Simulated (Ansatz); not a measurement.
**C2H6Al2O: up Jacob's ladder to CCSD(T)**

The task here is to estimate one member of a computed series from the others.

The runs use Ansatz 0.2.0, Gaussian basis; functionals in def2-TZVPP, the program's frozen cores in correlated methods.

The runs, in order: LDA (SPW92), PBE-D4, revPBE-D4, BLYP-D4, r2SCAN-D4, B97M-V, PBE0-D4, B3LYP-D4, r2SCANh-D4, r2SCAN0-D4, HSE06-D4, BHLYP-D4, CAM-B3LYP-D4, LC-ωPBE, ωB97X-V, ωB97M-V, B2PLYP, PBE-QIDH; CCSD(T)/def2-SVP; CCSD(T)/def2-TZVPP; MP2/def2-QZVPP; extrapolation to the limit; RPA on PBE.

## The geometry

An earlier PBE0-D4 in a triple-zeta def2 set relaxation fixed the geometry.

11 atoms, charge 0, spin multiplicity 1.

Atoms are counted from 1 here; the program's logs count them from 0.

Bond lengths: C1–Al2 1.951 Å, C1–H6 1.093 Å, C1–H7 1.093 Å, C1–H8 1.092 Å, Al2–C3 1.934 Å, Al2–H9 1.581 Å, C3–O4 1.207 Å, C3–Al5 2.134 Å, O4–Al5 2.014 Å, Al5–H10 1.576 Å, Al5–H11 1.577 Å. Angles: Al2–C1–H6 110.9°, Al2–C1–H7 110.5°, Al2–C1–H8 111.7°, H6–C1–H7 107.6°, H6–C1–H8 108.2°, H7–C1–H8 107.8°, C1–Al2–C3 114.5°, C1–Al2–H9 131.4°, C3–Al2–H9 108.7°, Al2–C3–O4 156.2°, Al2–C3–Al5 88.6°, O4–C3–Al5 67.7°, C3–O4–Al5 78.7°, C3–Al5–O4 33.7°, C3–Al5–H10 114.4°, C3–Al5–H11 113.3°, O4–Al5–H10 105.6°, O4–Al5–H11 105.3° and more.

The first run:

File in.yaml:

```yaml
crystal:
  periodic: [false, false, false]
  atoms:
    - {symbol: C, position_ang: [-2.021743, -0.290948, 0.074072]}
    - {symbol: Al, position_ang: [-0.211069, -0.829431, 0.562954]}
    - {symbol: C, position_ang: [0.955768, 0.633105, 1.054352]}
    - {symbol: O, position_ang: [1.835273, 1.445022, 0.897938]}
    - {symbol: Al, position_ang: [1.852443, 0.495940, -0.877777]}
    - {symbol: H, position_ang: [-2.707159, -0.421161, 0.915747]}
    - {symbol: H, position_ang: [-2.393406, -0.902753, -0.752353]}
    - {symbol: H, position_ang: [-2.062101, 0.753975, -0.240549]}
    - {symbol: H, position_ang: [0.343977, -2.160796, 1.209590]}
    - {symbol: H, position_ang: [3.203408, -0.314583, -0.911321]}
    - {symbol: H, position_ang: [1.270008, 1.534828, -1.912054]}
basis:
  gaussian: {orbitals: def2-TZVPP}
hamiltonian: {xc: lda}
output: {orbitals: {seedname: orbitals}}
```

Launch:

```bash
> ansatz run in.yaml --threads 4 --pin off --events-out ev --progress --plain --max-ram 10444MiB
```

Among the steps run: LDA; PBE-D4 (GGA); revPBE-D4 (GGA); BLYP-D4 (GGA); r2SCAN-D4 (meta-GGA); B97M-V (meta-GGA); B3LYP-D4 (hybrid); r2SCANh-D4 (hybrid); r2SCAN0-D4 (hybrid); HSE06-D4 (hybrid); BHLYP-D4 (hybrid); CAM-B3LYP-D4 (range-separated); LC-ωPBE (range-separated); ωB97X-V (range-separated); ωB97M-V (range-separated); B2PLYP (double hybrid); PBE-QIDH (double hybrid).

One table of the session follows, with a row left open; its other results are not shown here.

It belongs to the step «Frontier levels by functional». 

```
  functional  HOMO (eV)  LUMO (eV)  gap (eV)
 LDA (SPW92)      -5.61      -3.87      1.74
      PBE-D4      -5.48      -3.65      1.83
   revPBE-D4      -5.42      -3.57      1.86
     BLYP-D4      -5.32      -3.47      1.86
   r2SCAN-D4          ?          ?         ?
      B97M-V      -5.74      -3.41      2.33
     PBE0-D4      -6.46      -2.55      3.91
    B3LYP-D4      -6.27      -2.75      3.53
  r2SCANh-D4      -6.03      -3.10      2.93
  r2SCAN0-D4      -6.58      -2.48      4.10
    HSE06-D4      -6.07      -2.94      3.13
    BHLYP-D4      -7.33      -1.26      6.07
CAM-B3LYP-D4      -7.65      -1.24      6.40
     LC-ωPBE      -8.85      -0.04      8.82
     ωB97X-V      -8.57      -0.15      8.43
     ωB97M-V      -8.40      -0.25      8.15
```

Estimate the missing values for r2SCAN-D4.

Worked estimate for «HOMO (eV)». Against the share of exact exchange, r2SCANh-D4 (0.1, -6.03), r2SCAN0-D4 (0.25, -6.58) give a slope of -3.67 per unit share; at 0 the line stands at -5.66.

**Answer.** HOMO (eV): -5.66; LUMO (eV): -3.52; gap (eV): 2.15. In «HOMO (eV)» the line misses by 0.00.
